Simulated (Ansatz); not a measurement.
# BClFH₂N: small, medium and large basis sets

Aim: see how fast density functionals converge with the basis set for BClFH₂N.

Method: one geometry, several basis sets; program: Ansatz 0.2.0, Gaussian basis.

The runs, in order: PBE0-D4/def2-SVP; ωB97M-V/def2-SVP; PBE0-D4/def2-QZVPP; ωB97M-V/def2-QZVPP; the functionals' def2-TZVPP values are taken from earlier runs.

**1. The geometry**

All runs share one geometry, relaxed beforehand with PBE0-D4 in a triple-zeta def2 set.

SMILES `NB(F)Cl`, 6 atoms, charge 0, spin multiplicity 1.

Atoms are counted from 1 here; the program's logs count them from 0.

Bond lengths: N1–B2 1.388 Å, N1–H5 1.003 Å, N1–H6 1.005 Å, B2–F3 1.328 Å, B2–Cl4 1.766 Å. Angles: B2–N1–H5 122.7°, B2–N1–H6 122.0°, H5–N1–H6 115.3°, N1–B2–F3 120.6°, N1–B2–Cl4 121.2°, F3–B2–Cl4 118.2°.

**2. PBE0-D4 in def2-SVP**

in.yaml

```yaml
crystal:
  periodic: [false, false, false]
  atoms:
    - {symbol: N, position_ang: [0.003750, 0.770727, 0.025537]}
    - {symbol: B, position_ang: [0.054861, -0.615438, 0.062653]}
    - {symbol: F, position_ang: [0.564801, -1.245740, 1.114621]}
    - {symbol: Cl, position_ang: [-0.552576, -1.588821, -1.279232]}
    - {symbol: H, position_ang: [-0.374444, 1.278886, -0.752615]}
    - {symbol: H, position_ang: [0.345807, 1.336487, 0.782837]}
basis:
  gaussian: {orbitals: def2-SVP}
hamiltonian: {xc: pbe0, dispersion: d4}
output: {orbitals: {seedname: orbitals}}
```

The runs that follow: ωB97M-V in def2-SVP; PBE0-D4 in def2-QZVPP; ωB97M-V in def2-QZVPP.

Q: Predict the results of all the runs planned. Wanted: PBE0-D4: double and triple zeta above quadruple; ωB97M-V: double and triple zeta above quadruple.

As calculated:

```
                                       quantity           value
PBE0-D4: double and triple zeta above quadruple  10.77, 0.64 eV
ωB97M-V: double and triple zeta above quadruple  10.82, 0.60 eV
```

For PBE0-D4 the step from double to triple zeta gains 10.13 eV and the next only 0.64 eV. These are total energies; as a rule much of such shifts cancels in differences, which this series doesn't test. The LUMO of ωB97M-V is positive and keeps falling with the basis (3.26 to 1.63 eV): an unbound level that the basis holds in place.
